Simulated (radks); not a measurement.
# Si in [Ne] 3s2 3p2: an all-electron calculation

The task here is to estimate one member of a computed series from the others.

Program: radks (a radial shooting solver on a logarithmic mesh, Libxc functionals) version 1. Level of theory: Dirac Kohn-Sham, exchange-only B88, spin-unpolarised, spherical densities, finite nucleus; open shells fill j = l - 1/2 first. These are calculated values, not measurements, unless marked.

**The atom as given**

| Quantity | Value |
| --- | --- |
| element | silicon (Z = 14) |
| charge | 0 |
| electrons | 14 |
| configuration | [Ne] 3s2 3p2 |
| nuclear rms radius | 3.1224 fm |

The first run:

Settings of this run:

```text
Z 14
configuration [Ne] 3s2 3p2
relativity Dirac
functional b88,
spin unpolarised
j_filling energy
nucleus finite rms 3.1224 fm
c 137.035999084
```

Run with:

```sh
$ python run_ks.py task.json out
```

All runs below come from this command, one after another.

Steps of the session up to this table: Self-consistent calculation.

One table of the session follows, with a row left open; its other results are not shown here.

Radial moments (bohr):

```
level     <r>  outermost maximum (interpolated)  90 % within  nodes
1s1/2  0.1113                            0.0726        0.199      0
2s1/2  0.5685                             0.454        0.897      1
2p1/2  0.5364                             0.386        0.903      0
2p3/2       ?                                 ?            ?      ?
3s1/2   2.168                              1.78         3.32      2
3p1/2   2.861                              2.15         4.61      1
3p3/2   2.872                              2.16         4.63      1
```

**Question.** Estimate the row for 2p3/2.

The run gave: <r>: 0.5387; outermost maximum (interpolated): 0.388; 90 % within: 0.906; nodes: 0. In the column «<r>» it lies between 2p1/2 (0.5364) and 2s1/2 (0.5685).

To keep in mind: Spin polarisation and multiplet splitting are left out.
